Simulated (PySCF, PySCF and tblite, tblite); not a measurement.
**C5H9FOSi: a path driven as rotation about a bond, and NMR exchange, part 1 of 2**

Aim: the barrier and rate of rotation about a bond in C5H9FOSi (`C=C/C(C)=C/O[SiH2]F`), and what it does to NMR lines.

Programs: PySCF 2.14.0 with density-fitted response routines of our own, and tblite 0.8.0. All values are computed, except where a source is named. Atoms count from 0 throughout.

## 1. The molecule as given

17 atoms, charge 0, multiplicity 1; geometry from: force field or distance geometry start.

Bonds of the start (Å): C0–C1 1.33, C0–H8 1.09, C0–H9 1.08, C1–C2 1.48, C1–H10 1.08, C2–C3 1.49, C2–C4 1.34, C3–H11 1.11, C3–H12 1.10, C3–H13 1.09, C4–H14 1.10, C4–O5 1.37, O5–Si6 1.67, Si6–F7 1.61, Si6–H15 1.47, Si6–H16 1.49.

## 2. GFN2-xTB relaxation, start minimum

The job: settings as JSON, then the geometry in Å.

```
{"job": {"xc": "GFN2-xTB", "basis": "xTB", "kind": "relax"}, "charge": 0, "multiplicity": 1}
C     -2.942400    -0.615800    -0.659900
C     -1.896100     0.176000    -0.433100
C     -0.527600    -0.278800    -0.116600
C     -0.258300    -1.747300    -0.063900
C      0.425000     0.638600     0.101300
O      1.720500     0.303300     0.382200
Si     2.882200     1.474400     0.637600
F      4.287600     0.762200     0.959600
H     -3.914700    -0.176000    -0.875100
H     -2.903500    -1.697200    -0.641500
H     -2.055400     1.246900    -0.462700
H     -0.870800    -2.231900     0.723500
H      0.783200    -1.976900     0.188800
H     -0.474300    -2.232100    -1.019400
H      0.221400     1.714000     0.049300
H      3.020000     2.323600    -0.555400
H      2.496200     2.329200     1.796300
```

On the command line:

```console
OMP_NUM_THREADS=1 python ens_run.py task.json out
```

One launch serves the whole session.

What it wrote:

```text
step      E/eV     max force
  0    -704.53433    1.272
  1    -704.59028    0.644
  2    -704.62341    0.464
  3    -704.64092    0.318
  4    -704.65309    0.416
  5    -704.66461    0.371
  6    -704.67791    0.286
  7    -704.68532    0.152
  8    -704.68865    0.137
  9    -704.69163    0.181
 10    -704.69568    0.213
 11    -704.70033    0.206
 12    -704.70401    0.139
 13    -704.70641    0.119
 14    -704.70841    0.119
 15    -704.71074    0.124
 16    -704.71284    0.127
 17    -704.71448    0.109
 18    -704.71635    0.148
 19    -704.71899    0.176
 20    -704.72228    0.166
 21    -704.72538    0.142
 22    -704.72770    0.118
 23    -704.72956    0.135
 24    -704.73138    0.129
 25    -704.73296    0.095
 26    -704.73429    0.083
 27    -704.73581    0.135
 28    -704.73800    0.167
 29    -704.74068    0.150
 30    -704.74290    0.112
 31    -704.74418    0.080
 32    -704.74500    0.075
 33    -704.74597    0.083
 34    -704.74709    0.093
 35    -704.74800    0.069
 36    -704.74855    0.051
 37    -704.74896    0.061
 38    -704.74945    0.077
 39    -704.75010    0.081
 40    -704.75081    0.064
 41    -704.75127    0.049
 42    -704.75157    0.030
 43    -704.75175    0.027
 44    -704.75186    0.025
 45    -704.75194    0.023
 46    -704.75200    0.018
 47    -704.75203    0.016
 48    -704.75206    0.013
 49    -704.75208    0.012
 50    -704.75209    0.011
 51    -704.75210    0.009
 52    -704.75211    0.009
 53    -704.75213    0.010
 54    -704.75215    0.012
 55    -704.75216    0.009
 56    -704.75217    0.006
 57    -704.75218    0.005
 58    -704.75218    0.005
 59    -704.75218    0.005
 60    -704.75219    0.004
 61    -704.75219    0.003
```

Run time: 0.64 s. Hardware: 1 thread of Arm Neoverse N1, shared host.

The energy fell by 0.218 eV, and the atoms moved 0.22 Å (root mean square).

## 3. Relaxed scan, rotation

The job: settings as JSON, then the geometry in Å.

```
{"job": {"xc": "GFN2-xTB", "basis": "xTB", "coordinate": [["t", [0, 1, 2, 3], 0.25], ["t", [0, 1, 2, 4], 0.25], ["t", [10, 1, 2, 3], 0.25], ["t", [10, 1, 2, 4], 0.25]], "kind": "drive"}, "charge": 0, "multiplicity": 1}
C     -2.947145    -0.717018    -0.659179
C     -1.962519     0.148235    -0.439723
C     -0.587455    -0.199461    -0.130716
C     -0.189821    -1.642010    -0.039268
C      0.303311     0.781202     0.067280
O      1.599410     0.541072     0.357946
Si     2.889791     1.461766     0.646886
F      3.993341     0.334101     0.894569
H     -3.945379    -0.383338    -0.883611
H     -2.799282    -1.782089    -0.624765
H     -2.167542     1.210374    -0.486948
H     -0.765843    -2.143713     0.736506
H      0.866782    -1.721970     0.198617
H     -0.378711    -2.146248    -0.985578
H      0.020086     1.825329     0.001885
H      3.300738     2.222559    -0.520731
H      2.763242     2.223240     1.877760
```

What it wrote:

```text
point  coordinate     E/eV
  0    104.600     -704.73128
  1    119.400     -704.67701
  2    134.400     -704.61932
  3    149.500     -704.56137
  4    164.800     -704.53148
  5    180.100     -704.52589
  6    195.300     -704.55042
  7    210.400     -704.59583
  8    225.300     -704.64218
  9    240.100     -704.66877
 10    255.000     -704.67404
 11    269.900     -704.67113
```

It took 4.5 s on 1 thread of Arm Neoverse N1, shared host.

The highest point is number 5, 4.7 kcal/mol above the first.

## 4. Nudged elastic band, leg 1

The job, as its differences from that of step 3:

```diff
@@ -1,2 +1,2 @@
-{"job": {"xc": "GFN2-xTB", "basis": "xTB", "coordinate": [["t", [0, 1, 2, 3], 0.25], ["t", [0, 1, 2, 4], 0.25], ["t", [10, 1, 2, 3], 0.25], ["t", [10, 1, 2, 4], 0.25]], "kind": "drive"}, "charge": 0, "multiplicity": 1}
+{"job": {"xc": "GFN2-xTB", "basis": "xTB", "kind": "neb"}, "charge": 0, "multiplicity": 1}
 C     -2.947145    -0.717018    -0.659179
```

What it wrote:

```text
image   E - E0 / eV
  0       0.0000
  1       0.1004
  2       0.1993
  3       0.2251
  4       0.1380
  5       0.0777
  6       0.0670
```

Run time: 2.1 s. Hardware: 1 thread of Arm Neoverse N1, shared host; peak memory 0.2 GiB.

The highest point is number 3, 5.2 kcal/mol above the first.

## 5. Saddle search, leg 1

The job: settings as JSON, then the geometry in Å.

```
{"job": {"xc": "GFN2-xTB", "basis": "xTB", "kind": "saddle"}, "charge": 0, "multiplicity": 1}
C     -2.956859    -0.257475    -0.016119
C     -1.912765    -0.111041    -0.809840
C     -0.514873    -0.327946    -0.379100
C      0.015531    -1.719928    -0.554418
C      0.215006     0.661517     0.123317
O      1.499111     0.484334     0.524422
Si     2.727838     1.464532     0.866896
F      3.835529     0.396695     1.298987
H     -3.965978    -0.126281    -0.369277
H     -2.841270    -0.517770     1.022448
H     -2.047658     0.138781    -1.855152
H     -0.559108    -2.415071     0.057089
H      1.060516    -1.766425    -0.260582
H     -0.081440    -2.029670    -1.594145
H     -0.182192     1.662206     0.237744
H      3.232491     2.149691    -0.311365
H      2.476122     2.313849     2.019093
```

What it wrote:

```text
step      E/eV     max force
  0    -704.52705   0.0330
  1    -704.52566   0.0561
  2    -704.52596   0.0752
  3    -704.52632   0.0226
  4    -704.52642   0.0175
  5    -704.52584   0.1383
  6    -704.52666   0.0138
  7    -704.52682   0.0345
  8    -704.52677   0.0047
  9    -704.52689   0.0108
 10    -704.52697   0.0129
 11    -704.52703   0.0071
 12    -704.52705   0.0073
 13    -704.52706   0.0022
lowest wavenumbers (cm-1): -111.9 27.8 55.5 80.1 117.0 186.0
```

Run time: 8.6 s. Hardware: 1 thread of Arm Neoverse N1, shared host; peak memory 0.2 GiB.

Point group C1; 1 imaginary mode, 112i cm⁻¹, carried by C0, H9, H10, C1. Steps downhill from it reached both ends.

## 6. Shieldings, start: PBE0/pcSseg-1 in chloroform

The job: settings as JSON, then the geometry in Å.

```
{"job": {"kind": "nmr", "xc": "PBE0", "basis": "pcSseg-1", "solvent": "chloroform", "pop": false}, "charge": 0, "multiplicity": 1}
C     -2.947145    -0.717018    -0.659179
C     -1.962519     0.148235    -0.439723
C     -0.587455    -0.199461    -0.130716
C     -0.189821    -1.642010    -0.039268
C      0.303311     0.781202     0.067280
O      1.599410     0.541072     0.357946
Si     2.889791     1.461766     0.646886
F      3.993341     0.334101     0.894569
H     -3.945379    -0.383338    -0.883611
H     -2.799282    -1.782089    -0.624765
H     -2.167542     1.210374    -0.486948
H     -0.765843    -2.143713     0.736506
H      0.866782    -1.721970     0.198617
H     -0.378711    -2.146248    -0.985578
H      0.020086     1.825329     0.001885
H      3.300738     2.222559    -0.520731
H      2.763242     2.223240     1.877760
```

What it wrote:

```text
coarse grid: 14808 points
cycle   1  E = -659.7937057769  dE =  1.043e+00  |g| = 8.067e-01  |ddm| = 3.814e+00
cycle   2  E = -659.6920684389  dE =  1.016e-01  |g| = 1.135e+00  |ddm| = 1.436e+00
cycle   3  E = -659.9110576426  dE = -2.190e-01  |g| = 8.130e-02  |ddm| = 8.911e-01
cycle   4  E = -659.9121548383  dE = -1.097e-03  |g| = 3.698e-02  |ddm| = 9.355e-02
cycle   5  E = -659.9124304282  dE = -2.756e-04  |g| = 1.543e-02  |ddm| = 4.185e-02
cycle   6  E = -659.9124790188  dE = -4.859e-05  |g| = 3.250e-03  |ddm| = 1.393e-02
cycle   7  E = -659.9124813656  dE = -2.347e-06  |g| = 4.819e-04  |ddm| = 2.851e-03
final grid: 139128 points
cycle   8  E = -659.9758163445  dE = -4.588e-05  |g| = 9.813e-03  |ddm| = 3.746e-02
cycle   9  E = -659.9757989820  dE =  1.736e-05  |g| = 1.381e-02  |ddm| = 1.785e-02
cycle  10  E = -659.9758355642  dE = -3.658e-05  |g| = 2.017e-03  |ddm| = 1.143e-02
cycle  11  E = -659.9758364404  dE = -8.762e-07  |g| = 2.386e-04  |ddm| = 1.732e-03
cycle  12  E = -659.9758364483  dE = -7.899e-09  |g| = 1.439e-04  |ddm| = 2.784e-04
cycle  13  E = -659.9758364533  dE = -4.991e-09  |g| = 2.742e-05  |ddm| = 1.351e-04
cycle  14  E = -659.9758364535  dE = -1.739e-10  |g| = 6.133e-06  |ddm| = 3.026e-05
converged SCF energy = -659.9758364535

GIAO shielding tensors (ppm)
atom      isotropic    diamagn.    paramagn.     s11        s22        s33       span
  0 C       70.946     254.249    -183.303    -34.130     74.177    172.790    206.920
  1 C       43.246     252.202    -208.957    -71.848     46.991    154.594    226.442
  2 C       58.380     261.798    -203.418    -36.525     55.430    156.235    192.761
  3 C      176.692     247.758     -71.066    160.381    183.549    186.146     25.765
  4 C       42.050     252.232    -210.181    -46.120     69.355    102.915    149.035
  5 O      212.022     399.487    -187.465    143.717    231.839    260.510    116.793
  6 Si     372.210     878.850    -506.640    341.935    384.697    389.997     48.062
  7 F      355.984     467.909    -111.924    277.063    374.423    416.467    139.404
  8 H       26.355      27.968      -1.613     24.364     25.084     29.617      5.253
  9 H       26.253      31.880      -5.628     23.539     24.419     30.800      7.261
 10 H       25.090      32.114      -7.024     23.240     23.595     28.435      5.195
 11 H       30.119      30.491      -0.372     25.940     27.680     36.739     10.800
 12 H       28.888      31.639      -2.752     23.053     29.728     33.882     10.830
 13 H       30.118      30.489      -0.372     25.939     27.674     36.740     10.800
 14 H       24.804      33.225      -8.421     20.830     24.936     28.645      7.816
 15 H       26.559      28.729      -2.170     23.331     24.343     32.003      8.672
 16 H       26.560      28.730      -2.170     23.333     24.344     32.004      8.671
```

Run time: 40 s. Hardware: 1 thread of Arm Neoverse N1, shared host; peak memory 0.95 GiB.

In short: HOMO -6.24 eV, LUMO -0.50 eV; dipole 2.44 D.

## 7. Shieldings, saddle of leg 1: PBE0/pcSseg-1 in chloroform

The job: settings as JSON, then the geometry in Å.

```
{"job": {"kind": "nmr", "xc": "PBE0", "basis": "pcSseg-1", "solvent": "chloroform", "pop": false}, "charge": 0, "multiplicity": 1}
C     -2.940387    -0.256470    -0.018702
C     -1.905920    -0.101029    -0.823923
C     -0.504404    -0.335416    -0.413590
C     -0.020987    -1.753720    -0.477194
C      0.267006     0.672545    -0.021352
O      1.558355     0.497440     0.356090
Si     2.717638     1.476357     0.891617
F      3.908722     0.428941     1.086474
H     -3.952745    -0.102480    -0.351843
H     -2.813186    -0.541203     1.012718
H     -2.053770     0.182592    -1.859334
H     -0.632215    -2.383951     0.167577
H      1.016080    -1.812618    -0.160343
H     -0.107884    -2.134228    -1.494474
H     -0.104314     1.689090     0.018598
H      3.148851     2.436448    -0.110989
H      2.419159     2.037702     2.198671
```

What it wrote:

```text
coarse grid: 14808 points
cycle   1  E = -659.7841897511  dE =  1.025e+00  |g| = 8.045e-01  |ddm| = 3.755e+00
cycle   2  E = -659.6837571731  dE =  1.004e-01  |g| = 1.133e+00  |ddm| = 1.420e+00
cycle   3  E = -659.8989110901  dE = -2.152e-01  |g| = 9.090e-02  |ddm| = 8.921e-01
cycle   4  E = -659.9002230838  dE = -1.312e-03  |g| = 4.389e-02  |ddm| = 1.035e-01
cycle   5  E = -659.9006050412  dE = -3.820e-04  |g| = 1.699e-02  |ddm| = 4.773e-02
cycle   6  E = -659.9006648771  dE = -5.984e-05  |g| = 3.413e-03  |ddm| = 1.421e-02
cycle   7  E = -659.9006673219  dE = -2.445e-06  |g| = 1.045e-03  |ddm| = 2.910e-03
final grid: 139128 points
cycle   8  E = -659.9640147975  dE = -3.248e-05  |g| = 1.001e-02  |ddm| = 2.627e-02
cycle   9  E = -659.9639959484  dE =  1.885e-05  |g| = 1.427e-02  |ddm| = 1.755e-02
cycle  10  E = -659.9640344173  dE = -3.847e-05  |g| = 1.911e-03  |ddm| = 1.124e-02
cycle  11  E = -659.9640352028  dE = -7.855e-07  |g| = 2.624e-04  |ddm| = 1.559e-03
cycle  12  E = -659.9640352135  dE = -1.065e-08  |g| = 1.480e-04  |ddm| = 3.085e-04
cycle  13  E = -659.9640352189  dE = -5.494e-09  |g| = 2.383e-05  |ddm| = 1.370e-04
cycle  14  E = -659.9640352191  dE = -1.155e-10  |g| = 7.312e-06  |ddm| = 2.548e-05
converged SCF energy = -659.9640352191

GIAO shielding tensors (ppm)
atom      isotropic    diamagn.    paramagn.     s11        s22        s33       span
  0 C       58.490     254.429    -195.940    -57.100     69.232    163.338    220.438
  1 C       39.781     255.322    -215.541    -82.356     48.266    153.432    235.788
  2 C       57.582     262.062    -204.480    -43.944     71.793    144.898    188.842
  3 C      168.403     246.979     -78.576    149.594    172.823    182.793     33.199
  4 C       50.767     252.307    -201.540    -41.772     84.059    110.014    151.786
  5 O      223.357     399.495    -176.138    159.704    250.834    259.532     99.828
  6 Si     372.775     878.903    -506.129    344.228    382.929    391.167     46.939
  7 F      356.318     467.889    -111.571    277.767    374.866    416.320    138.553
  8 H       25.998      28.157      -2.159     23.147     25.595     29.252      6.104
  9 H       26.182      32.043      -5.861     22.235     25.819     30.491      8.256
 10 H       24.710      30.287      -5.577     23.375     23.782     26.972      3.597
 11 H       30.188      29.972       0.215     25.907     28.417     36.239     10.332
 12 H       28.852      31.424      -2.572     23.560     29.576     33.419      9.859
 13 H       29.975      29.169       0.806     26.134     27.526     36.265     10.131
 14 H       25.238      33.212      -7.974     21.317     25.061     29.337      8.021
 15 H       26.598      28.763      -2.165     23.344     24.373     32.075      8.731
 16 H       26.598      29.132      -2.533     23.376     24.412     32.007      8.631
```

Run time: 54 s. Hardware: 1 thread of Arm Neoverse N1, shared host; peak memory 0.96 GiB.

Key values: HOMO -6.60 eV, LUMO 0.12 eV; dipole 2.55 D.

Orbitals, density, ELF and potential are computed afterwards from the orbital file.

Frontier orbitals at PBE0/pcSseg-1, with the share of their density that lies nearest to each atom:

| orbital | energy (eV) | lies on |
| --- | --- | --- |
| HOMO | -6.60 | C2, C4 about 30 % each; O5 17 % |
| LUMO | 0.12 | C0, C1 about 27 % each; H8, H9, H10 about 8 % each |

ELF in a plane through or near 7 of the atoms.

Ten even steps from '0' (0.00) to '9' (1.00):
```
0000000000000000000000000000
0000000000000000000000000000
0000000000000000000000000000
0000000000000000000000000000
0000000000015400033112200000
0000000100079910166358940000
0000023310079940277699991000
0000133112049930289689991000
0000121606544353568669960000
0000112718683484857964200000
0001363138674544556874200000
0004788516860079710254000000
0003788502610463520000000000
0001477400007959341000000000
0000012100079984641000000000
0000000000079963310000000000
0000000000003300000000000000
0000000000000000000000000000
0000000000000000000000000000
0000000000000000000000000000
```
The map spans 13.1 Å across and 9.5 Å up, centred on the molecule. Atoms in the plane (x, y in Å): C2 (0.7, -0.2), C3 (0.7, -1.7), C4 (-0.5, 0.5), O5 (-1.7, -0.1), Si6 (-3.2, 0.4), H8 (3.7, 1.4), H12 (-0.2, -2.1).

On the surface of density 0.002 e/bohr³ the electrostatic potential runs, from the 1st to the 99th percentile, from -1.26 V near F7 to 1.87 V near H14.

## 8. Shieldings, end: PBE0/pcSseg-1 in chloroform

The job: settings as JSON, then the geometry in Å.

```
{"job": {"kind": "nmr", "xc": "PBE0", "basis": "pcSseg-1", "solvent": "chloroform", "pop": false}, "charge": 0, "multiplicity": 1}
C     -2.840962     0.350174    -0.097839
C     -1.960205    -0.504519    -0.605693
C     -0.525020    -0.543393    -0.360459
C      0.185118    -1.799895    -0.774109
C      0.140950     0.481813     0.182647
O      1.472539     0.440252     0.408233
Si     2.554917     1.473136     1.005953
F      3.880531     0.587854     0.902836
H     -3.886295     0.287590    -0.346180
H     -2.562134     1.134721     0.583693
H     -2.316185    -1.288306    -1.262822
H     -0.236171    -2.659020    -0.253338
H      1.244096    -1.731478    -0.543789
H      0.065894    -1.963565    -1.844689
H     -0.351691     1.403999     0.459546
H      2.743723     2.635773     0.155303
H      2.332296     1.758030     2.413422
```

What it wrote:

```text
coarse grid: 14808 points
cycle   1  E = -659.7877480936  dE =  1.040e+00  |g| = 8.044e-01  |ddm| = 3.811e+00
cycle   2  E = -659.6897594737  dE =  9.799e-02  |g| = 1.127e+00  |ddm| = 1.471e+00
cycle   3  E = -659.9037626657  dE = -2.140e-01  |g| = 8.912e-02  |ddm| = 9.172e-01
cycle   4  E = -659.9050642047  dE = -1.302e-03  |g| = 4.115e-02  |ddm| = 1.028e-01
cycle   5  E = -659.9054056330  dE = -3.414e-04  |g| = 1.709e-02  |ddm| = 4.524e-02
cycle   6  E = -659.9054669979  dE = -6.136e-05  |g| = 2.797e-03  |ddm| = 1.487e-02
cycle   7  E = -659.9054686740  dE = -1.676e-06  |g| = 6.096e-04  |ddm| = 2.362e-03
final grid: 139128 points
cycle   8  E = -659.9686857819  dE = -3.623e-05  |g| = 9.598e-03  |ddm| = 3.263e-02
cycle   9  E = -659.9686688225  dE =  1.696e-05  |g| = 1.359e-02  |ddm| = 1.729e-02
cycle  10  E = -659.9687040486  dE = -3.523e-05  |g| = 1.953e-03  |ddm| = 1.108e-02
cycle  11  E = -659.9687048697  dE = -8.211e-07  |g| = 2.341e-04  |ddm| = 1.667e-03
cycle  12  E = -659.9687048774  dE = -7.639e-09  |g| = 1.381e-04  |ddm| = 2.721e-04
cycle  13  E = -659.9687048820  dE = -4.663e-09  |g| = 2.505e-05  |ddm| = 1.318e-04
cycle  14  E = -659.9687048822  dE = -1.323e-10  |g| = 8.392e-06  |ddm| = 2.812e-05
converged SCF energy = -659.9687048822

GIAO shielding tensors (ppm)
atom      isotropic    diamagn.    paramagn.     s11        s22        s33       span
  0 C       73.960     256.425    -182.465    -35.444     83.874    173.449    208.893
  1 C       43.164     251.962    -208.799    -75.085     54.621    149.955    225.039
  2 C       62.277     261.340    -199.063    -38.232     67.675    157.389    195.621
  3 C      170.911     246.738     -75.827    157.944    170.433    184.355     26.411
  4 C       48.694     253.772    -205.078    -44.676     75.864    114.894    159.570
  5 O      218.769     398.860    -180.091    149.892    235.554    270.860    120.968
  6 Si     372.207     878.770    -506.562    342.668    383.310    390.644     47.976
  7 F      356.025     467.612    -111.588    277.243    374.523    416.308    139.064
  8 H       26.438      27.973      -1.535     24.033     25.205     30.074      6.041
  9 H       25.898      33.391      -7.493     23.641     24.327     29.726      6.085
 10 H       25.339      30.727      -5.388     23.283     23.515     29.218      5.935
 11 H       30.181      29.332       0.848     26.295     27.693     36.554     10.258
 12 H       28.995      31.286      -2.291     23.314     29.994     33.677     10.363
 13 H       30.148      29.392       0.756     26.212     27.540     36.692     10.479
 14 H       24.240      34.340     -10.100     19.831     24.291     28.599      8.768
 15 H       26.538      28.965      -2.427     23.355     24.334     31.925      8.570
 16 H       26.545      29.025      -2.481     23.240     24.384     32.010      8.770
```

Wall time 40 s (1 thread of Arm Neoverse N1, shared host); peak memory 0.95 GiB.

In short: HOMO -6.15 eV, LUMO -0.68 eV; dipole 2.27 D.

(Continued in part 2 of 2.)
